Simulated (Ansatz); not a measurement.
# MnAs: the cost of one run

Computed with Ansatz 0.2.0 (DFT LDA, all-electron LAPW, scalar-relativistic unless said, unless a step's input says otherwise).

The COD entry's cell or inner coordinates are ideal or old and differ from later refinements, so a difference from it is no clean test against experiment.

1 further run of the same task is left out (set aside as unsound or not needed).

### 1 The structure to begin with

Symmetry: P6_3/mmc, No. 194, hexagonal system. Conventional cell: a = 3.497 Å, b = 3.497 Å, c = 5.249 Å, α = 90.00°, β = 90.00°, γ = 120.00°. Mn (site symmetry -3m) is surrounded by 6 As at 2.41 Å and 2 Mn at 2.62 Å. Around As (site symmetry -6m2) lie 6 Mn at 2.41 Å.

Structure file:

```cif
data_structure
_symmetry_space_group_name_H-M 'P 1'
_symmetry_Int_Tables_number 1
_cell_length_a 3.4968
_cell_length_b 3.4968
_cell_length_c 5.2494
_cell_angle_alpha 90.000
_cell_angle_beta 90.000
_cell_angle_gamma 120.000
_cell_volume 55.59
loop_
_atom_site_label
_atom_site_type_symbol
_atom_site_fract_x
_atom_site_fract_y
_atom_site_fract_z
_atom_site_occupancy
Mn1 Mn 0.00000 0.00000 0.00000 1
Mn2 Mn 0.00000 0.00000 0.50000 1
As1 As 0.33333 0.66667 0.25000 1
As2 As 0.66667 0.33333 0.75000 1
```

Cartesian axes are those of the input's lattice vectors. The structure goes back to a database entry.

### 2 Reference run, LAPW

File input.yaml:

```yaml
crystal:
  lattice:
    - [3.49679515407, 0.0, 0.0]
    - [-1.74839757704, 3.02831343526, 0.0]
    - [0.0, 0.0, 5.24942119305]
  atoms:
    - { symbol: Mn, position: [0.0, 0.0, 0.0], spin: 1.9 }
    - { symbol: Mn, position: [0.0, 0.0, 0.5], spin: 1.9 }
    - { symbol: As, position: [0.333333333333, 0.666666666667, 0.25] }
    - { symbol: As, position: [0.666666666667, 0.333333333333, 0.75] }
magnetization:
  spin_polarized: true
kpoints:
  mp_grid: { grid: [10, 10, 6] }
scf:
  occupations: { method: fermi_dirac, width: 0.05 }
hamiltonian:
  xc: lda
  pseudopotentials: { kind: all_electron, lapw: { basis_error: 0.0005 } }
phonons:
  supercell: [1, 1, 1]
```

Started as:

```console
ansatz run input.yaml --threads 2 --pin off --max-ram 8192MiB --backend cpu --events-out ev --progress --plain --runs-dir out
```

**Question.** How long does this run take on 2 threads of AMD EPYC 7R43 (Zen 3), shared host, and how much memory does it need?

About 22 min, with a peak of 2.6 GiB.
